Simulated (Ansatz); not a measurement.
# SiTa: the cost of one run

Method: def2-QZVPP, core rule «outside noble gas», up to 9 orbitals frozen; program: Ansatz 0.2.0, Gaussian basis.

The runs, in order: UHF; ROHF; CCSD(T) on UHF.

## 1. The system

The geometry is a PBE0/def2-TZVP stationary point (not a proven minimum). No spin-orbit coupling is included. Elements past krypton take def2 core potentials.

2 atoms, charge 1, spin multiplicity 7.

Atoms are counted from 1 here; the program's logs count them from 0.

Bond lengths: Ta1–Si2 2.443 Å.

## 2. UHF

File in.yaml:

```yaml
crystal:
  periodic: [false, false, false]
  atoms:
    - {symbol: Ta, position_ang: [0.000000, 0.000000, 0.000000]}
    - {symbol: Si, position_ang: [0.000000, 0.000000, 2.443400]}
basis:
  gaussian: {orbitals: "def2-QZVPP.json"}
total_charge: 1
magnetization: {spin_polarized: true, initial_magnetization: 6}
hamiltonian: {xc: hf}
output: {orbitals: {seedname: orbitals}}
```

Command:

```
ansatz run in.yaml --threads 1 --pin off --events-out ev --progress --plain --max-ram 4096MiB --backend cpu
```

What time and memory should one allow on 1 thread of AMD EPYC 7R13, shared host?

About 20 s, with a peak of 0.38 GiB.
